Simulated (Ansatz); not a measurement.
From input file to script: C₂H₁₀BOPSi, SMILES COB(C)P[SiH3] in Ansatz 0.2.0.

```yaml
crystal:
  periodic: [false, false, false]
  atoms:
    - { symbol: C, position_ang: [2.0392, -0.4927, 0.3237] }
    - { symbol: O, position_ang: [1.7034, 0.308, -0.7843] }
    - { symbol: B, position_ang: [0.2756, 0.6618, -0.6977] }
    - { symbol: C, position_ang: [-0.1612, 2.026, -0.0086] }
    - { symbol: P, position_ang: [-1.0441, -0.4218, -1.6057] }
    - { symbol: Si, position_ang: [-1.9351, -1.2202, 0.2524] }
    - { symbol: H, position_ang: [3.124, -0.7195, 0.2747] }
    - { symbol: H, position_ang: [1.8587, 0.036, 1.2887] }
    - { symbol: H, position_ang: [1.5004, -1.4672, 0.3003] }
    - { symbol: H, position_ang: [-0.8624, 1.815, 0.8244] }
    - { symbol: H, position_ang: [0.7323, 2.5486, 0.391] }
    - { symbol: H, position_ang: [-0.6614, 2.675, -0.7565] }
    - { symbol: H, position_ang: [-0.1548, -1.554, -1.799] }
    - { symbol: H, position_ang: [-2.7183, -0.1644, 0.9109] }
    - { symbol: H, position_ang: [-0.8779, -1.6822, 1.1633] }
    - { symbol: H, position_ang: [-2.8184, -2.3483, -0.0776] }
basis:
  gaussian:
    orbitals: cc-pVDZ
hamiltonian:
  xc: b3lyp
output:
  orbitals: {}
  forces: true
```

`c2h10bopsi_energy.py`
```python
"""Single point of C2H10BOPSi in a Gaussian basis."""

from pathlib import Path

import ansatz as az
from ase import Atoms
import numpy as np
import pandas as pd


def main() -> None:
    atoms = Atoms(["C", "O", "B", "C", "P", "Si", "H", "H", "H", "H", "H", "H", "H", "H", "H", "H"], positions=[
        (2.0392, -0.4927, 0.3237),
        (1.7034, 0.308, -0.7843),
        (0.2756, 0.6618, -0.6977),
        (-0.1612, 2.026, -0.0086),
        (-1.0441, -0.4218, -1.6057),
        (-1.9351, -1.2202, 0.2524),
        (3.124, -0.7195, 0.2747),
        (1.8587, 0.036, 1.2887),
        (1.5004, -1.4672, 0.3003),
        (-0.8624, 1.815, 0.8244),
        (0.7323, 2.5486, 0.391),
        (-0.6614, 2.675, -0.7565),
        (-0.1548, -1.554, -1.799),
        (-2.7183, -0.1644, 0.9109),
        (-0.8779, -1.6822, 1.1633),
        (-2.8184, -2.3483, -0.0776),
    ])
    system = az.Crystal.molecule_from_ase(atoms)

    model = (
        system.calculation()
        .basis(gaussian="cc-pVDZ")
        .functional("b3lyp")
        .forces()
        .orbitals()
    )
    done = model.run(threads=1, pin="off", runs_dir="c2h10bopsi_runs")
    summary = done.report

    print(f"E = {summary['free_energy_ev']:.6f} eV = {summary['free_energy_ev'] / 27.211386246:.7f} Ha")
    print("converged:", summary["converged"], " doubts:", summary["published_state_doubts"] or "none")

    field = summary["mean_field"]
    print("<S^2> =", round(abs(field["state"]["spin_squared"]), 4), " all-electron relativity setting:", field["relativity"])
    print("passes:", field["passes"])
    if "symmetry" in field:
        print("occupied orbitals by irrep:", field["symmetry"]["occupied"])

    symbols = [site.symbol for site in system.cartesian_sites]
    print("forces (eV/A)")
    for symbol, f in zip(symbols, summary["forces_ev_ang"]):
        print(f"  {symbol:2s} {f[0]:9.4f} {f[1]:9.4f} {f[2]:9.4f}")

    charges = summary["charge_distribution"]
    table = pd.DataFrame({"atom": symbols, "mulliken": charges["mulliken_charges_e"], "lowdin": charges["lowdin_charges_e"]})
    print(table.round(3).to_string())
    print("dipole (e A):", np.round(charges["dipole_moment_e_ang"], 4) + 0.0)

    lines = Path(summary["orbitals_path"]).read_text().splitlines()
    field_of = lambda key: [line.split("=")[1].strip() for line in lines if line.startswith(key)]
    orbitals = [(27.211386 * float(e), s, float(n)) for e, s, n in zip(field_of("Ene="), field_of("Spin="), field_of("Occup="))]
    homo = max(e for e, _, n in orbitals if n > 0.5)
    lumo = min(e for e, _, n in orbitals if n < 0.5)
    for e, spin, n in sorted(orbitals):
        if homo - 15 < e < lumo + 5:
            print(f"{spin:6s} {e:10.3f} eV  occupation {n:.0f}")


if __name__ == "__main__":
    main()
```

Output of `python c2h10bopsi_energy.py`:
```text
E = -22128.729625 eV = -813.2158143 Ha
converged: True  doubts: none
<S^2> = 0.0  all-electron relativity setting: none
passes: {'evaluations': 17, 'products': 12}
occupied orbitals by irrep: [{'A': 32}, {'A': 32}]
forces (eV/A)
  C     0.8274   -0.5257    0.3978
  O    -2.6702    0.7343   -0.0166
  B     1.8701    0.3861   -0.5149
  C     0.5999   -0.4600   -0.0012
  P     0.7862   -0.1287   -0.8034
  Si   -0.1688   -0.1753    0.2768
  H    -0.2051    0.0781   -0.0115
  H    -0.0748   -0.2617   -0.1285
  H     0.0728    0.2324    0.2101
  H    -0.0268    0.2620   -0.1688
  H    -0.3052    0.0117   -0.0373
  H    -0.0355   -0.0838    0.2640
  H    -0.3454    0.1901   -0.0611
  H    -0.2569    0.3324    0.2158
  H     0.2207   -0.2138    0.4557
  H    -0.2883   -0.3784   -0.0769
   atom  mulliken  lowdin
0     C     0.119  -0.002
1     O    -0.251   0.298
2     B     0.001  -0.727
3     C    -0.051   0.030
4     P    -0.057   0.316
5    Si     0.203   0.141
6     H     0.028  -0.002
7     H     0.016   0.002
8     H     0.022  -0.004
9     H     0.042   0.045
10    H     0.038   0.037
11    H     0.054   0.051
12    H     0.004  -0.003
13    H    -0.055  -0.058
14    H    -0.063  -0.065
15    H    -0.049  -0.058
dipole (e A): [-0.027  -0.0468  0.3115]
Alpha     -19.263 eV  occupation 2
Alpha     -18.365 eV  occupation 2
Alpha     -17.562 eV  occupation 2
Alpha     -14.455 eV  occupation 2
Alpha     -13.596 eV  occupation 2
Alpha     -12.326 eV  occupation 2
Alpha     -12.079 eV  occupation 2
Alpha     -11.571 eV  occupation 2
Alpha     -11.062 eV  occupation 2
Alpha     -10.551 eV  occupation 2
Alpha     -10.007 eV  occupation 2
Alpha      -9.812 eV  occupation 2
Alpha      -9.167 eV  occupation 2
Alpha      -8.953 eV  occupation 2
Alpha      -8.608 eV  occupation 2
Alpha      -7.444 eV  occupation 2
Alpha      -6.673 eV  occupation 2
Alpha      -1.180 eV  occupation 0
Alpha       0.475 eV  occupation 0
Alpha       0.628 eV  occupation 0
Alpha       1.222 eV  occupation 0
Alpha       1.266 eV  occupation 0
Alpha       1.751 eV  occupation 0
Alpha       2.204 eV  occupation 0
Alpha       2.656 eV  occupation 0
Alpha       3.080 eV  occupation 0
Alpha       3.173 eV  occupation 0
Alpha       3.654 eV  occupation 0
```

Total energies depend on the basis set; only differences at equal settings carry meaning. The geometry is a force-field or estimated start, not a minimum of this method, and the basis set is short of its limit. The Löwdin charges here are taken after orthogonalising the functions within each atom; they differ from plain Löwdin charges, and their signs can be unphysical. Alpha marks a spatial orbital of a restricted run, filled by both spins. b3lyp holds the VWN-RPA fit, as in Gaussian; the form of ORCA and Turbomole is b3lyp5. Levels such as HOMO and LUMO are orbital energies: with these approximate functionals they aren't the ionisation energy and electron affinity, and their gap isn't the fundamental gap. Timing: 9.7 s on 1 thread of Arm Neoverse V2, with other jobs on the host, peak memory 0.45 GiB.

(Lines on the test bed's own set-up are left out of the output.)
